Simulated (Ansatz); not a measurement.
Ta3Ru:

```xyz
4
Lattice="1.6691 -2.3423 0.0000 1.6691 2.3423 0.0000 0.0000 0.0000 8.8142" Properties=species:S:1:pos:R:3 pbc="T T T"
Ta    1.6691    0.0000    2.0812
Ta    0.0000    0.0000    4.4071
Ta    1.6691    0.0000    6.7330
Ru    0.0000    0.0000    0.0000
```

The cell comes from a database or a generator and needn't be the stable form of this composition.

```yaml
Program: Ansatz 0.2.0
Task: single point
Functional: PBEsol
Potentials_or_basis: all-electron LAPW, scalar-relativistic
Cutoff: 294 eV (chosen from the basis error)
Basis_error_allowed: 0.001 eV/atom
k_mesh: 10 × 10 × 3
Occupations: fermi-dirac, width 0.05 eV
Spin: no spin polarisation
```

On this cell: pressure -8.4 GPa; largest force 0.108 eV/Å; band gap on the k mesh none (metal or under the smearing width).

The same run follows on a disturbed copy (atoms moved at random, drawn with an rms of 0.05 Å):

```
Ta Ru
1.0
     1.66909   -2.34231    0.00000
     1.66909    2.34231    0.00000
     0.00000    0.00000    8.81420
Ta Ru
3 1
Cartesian
  1.7564 -0.0356 2.0904
  0.0125 0.0290 4.4061
  1.6640 -0.0166 6.7083
  0.0127 0.0023 0.0104
```

**Question.** What does the disturbed cell give?

**Answer.** The energy (extrapolated to zero smearing) moves by +8.3 meV/atom; pressure -8.4 GPa; largest force 0.522 eV/Å; band gap on the k mesh none (metal or under the smearing width).

Forces on the atoms (eV/Å):
```
Ta  -0.423  0.213 -0.221
Ta   0.216 -0.192 -0.021
Ta   0.059  0.146  0.405
Ru   0.148 -0.167 -0.163
```

Stress tensor (GPa, compression positive):
```
-9.31  0.05  0.06
 0.05 -7.43  0.10
 0.06  0.10 -8.53
```
